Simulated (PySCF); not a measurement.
# [I3]+: singlet, from a PBE0 minimum start

The task is one start of a wider search on [I3]+: the singlet, from a PBE0 minimum start. It is relaxed, tested by its Hessian and followed downhill if it is a saddle.

Method: PBE0, basis I def2-TZVP with ECP28, scalar-relativistic core potentials, no spin–orbit coupling, density fitting; program: PySCF 2.14.0.

## Step 1: The starting structure

3 atoms, charge 1, spin multiplicity 1.

Bond lengths: I1–I2 2.650 Å, I1–I3 2.650 Å. Angles: I2–I1–I3 106.5°.

```xyz
3
charge 1 multiplicity 1
I     1.0574    0.0000    0.0000
I    -0.5287   -2.1229    0.0000
I    -0.5287    2.1229    0.0000
```

## Step 2: Finding the electronic state

One driver script runs all steps and calls PySCF; scf.py shows how it sets up the SCF of each step. The optimiser is the driver's own. After this first run the driver tries any further starts and a stability analysis.

File scf.py:

```python
from pyscf import gto, scf, dft
mol = gto.M(atom='''
I      1.057380    -0.000000     0.000000
I     -0.528690    -2.122880    -0.000000
I     -0.528690     2.122880     0.000000''',
    basis={'I': 'def2-TZVP'},
    ecp={'I': 'def2-TZVP'},
    charge=1, spin=0)
mf = dft.RKS(mol, xc='PBE0')
mf.grids.atom_grid = (50, 194)
aux = {'I': 'def2-universal-JKFIT'}
mf = mf.density_fit(auxbasis=aux)
mf.conv_tol = 1e-08
mf.diis_space = 10
mf.max_cycle = 60
mf.init_guess = 'huckel'
mf.verbose = 4
mf.kernel()
```

Launch:

```
$ OMP_NUM_THREADS=4 python axn.py task.json out
```

Further steps of the session: Relaxation: PBE0 minimum start, singlet; Vibrations and properties at this point.

Before running it: what results should come out? Wanted: minimum; geometry; wavenumbers; dipole moment; highest occupied, lowest empty level; polar-tensor charge of I1; zero-point energy.

**Answer**, as computed:

| quantity | value |
| --- | --- |
| minimum | singlet, C2v |
| geometry | I–I 2.650 Å (×2); I–I–I 106.2° |
| wavenumbers (cm⁻¹) | 59 (a1), 208 (a1), 215 (b2) |
| dipole moment (centre of mass) | 0.71 D |
| highest occupied, lowest empty level | -12.41, -9.33 eV |
| polar-tensor charge of I1 | +0.67 e |
| zero-point energy | 2.9 kJ/mol |
| entropy at 298.15 K | 343.1 J/(mol K) |

**Reading.** The molecule stays C2v, as typed, and the end point is a minimum. The strongest infrared band lies at 215 cm⁻¹ (b2, stretch). Other starts or spin states, not run here, may lie lower. Spin–orbit coupling is left out.
